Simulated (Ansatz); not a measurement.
# KInGaC6N6: the cost of one run

Method: DFT PBE, scalar-relativistic, plane waves, PAW, in Ansatz 0.2.0.

## (1) Starting point

It takes space group F-43m (No. 216, cubic). The conventional cell has a = 10.327 Å, b = 10.327 Å, c = 10.327 Å, α = 90.00°, β = 90.00°, γ = 90.00°. Around K (site symmetry -43m) lie 12 N at 3.68 Å and 12 C at 3.71 Å. In (site symmetry -43m) has 6 N at 2.10 Å in its first shell of neighbours. Ga (site symmetry -43m) is surrounded by 6 C at 1.90 Å. C (site symmetry 2mm) has 1 N at 1.17 Å and 1 Ga at 1.90 Å in its first shell of neighbours. Around N (site symmetry 2mm) lie 1 C at 1.17 Å.

As a file:

```
K In Ga C N
1.0
     0.00000    5.16350    5.16350
     5.16350    0.00000    5.16350
     5.16350    5.16350    0.00000
K In Ga C N
1 1 1 6 6
Direct
  0.75000 0.75000 0.75000
  0.50000 0.50000 0.50000
  0.00000 0.00000 0.00000
  0.81640 0.18360 0.18360
  0.18360 0.18360 0.81640
  0.81640 0.18360 0.81640
  0.18360 0.81640 0.81640
  0.81640 0.81640 0.18360
  0.18360 0.81640 0.18360
  0.70311 0.29689 0.29689
  0.29689 0.29689 0.70311
  0.70311 0.29689 0.70311
  0.29689 0.70311 0.70311
  0.70311 0.70311 0.29689
  0.29689 0.70311 0.29689
```

A structure generator made this guess: cyanide-bridged rock-salt net of two metals, 1 guest cations a cell (F-43m, No. 216). Lengths come from tabulated atomic sizes and are only a guess.

## (2) Probe: one point on a coarse mesh

File input.yaml:

```yaml
crystal:
  lattice:
    - [0.0, 5.1635, 5.1635]
    - [5.1635, 0.0, 5.1635]
    - [5.1635, 5.1635, 0.0]
  atoms:
    - { symbol: K, position: [0.75, 0.75, 0.75] }
    - { symbol: In, position: [0.5, 0.5, 0.5] }
    - { symbol: Ga, position: [0.0, 0.0, 0.0] }
    - { symbol: C, position: [0.8164036, 0.1835964, 0.1835964] }
    - { symbol: C, position: [0.1835964, 0.1835964, 0.8164036] }
    - { symbol: C, position: [0.8164036, 0.1835964, 0.8164036] }
    - { symbol: C, position: [0.1835964, 0.8164036, 0.8164036] }
    - { symbol: C, position: [0.8164036, 0.8164036, 0.1835964] }
    - { symbol: C, position: [0.1835964, 0.8164036, 0.1835964] }
    - { symbol: "N", position: [0.70310836, 0.29689164, 0.29689164] }
    - { symbol: "N", position: [0.29689164, 0.29689164, 0.70310836] }
    - { symbol: "N", position: [0.70310836, 0.29689164, 0.70310836] }
    - { symbol: "N", position: [0.29689164, 0.70310836, 0.70310836] }
    - { symbol: "N", position: [0.70310836, 0.70310836, 0.29689164] }
    - { symbol: "N", position: [0.29689164, 0.70310836, 0.29689164] }
basis:
  ecutwfc: 420
kpoints:
  mp_grid: { grid: [4, 4, 4] }
hamiltonian:
  xc: pbe
scf:
  occupations: { method: gaussian, width: 0.1 }
  lower_state_search: "off"
output:
  forces: true
  stress: true
  eigenvalues: true
```

Run with:

```bash
> ansatz run input.yaml --threads 1 --pin off --max-ram 2560MiB --backend cpu --events-out ev --progress --plain --runs-dir out
```

**Question.** How long does this run take on 1 thread of Intel Xeon Platinum 8175M at 2.50GHz (Skylake/Cascade Lake), shared host, and how much memory does it need?

About 12 s, with a peak of 0.58 GiB.
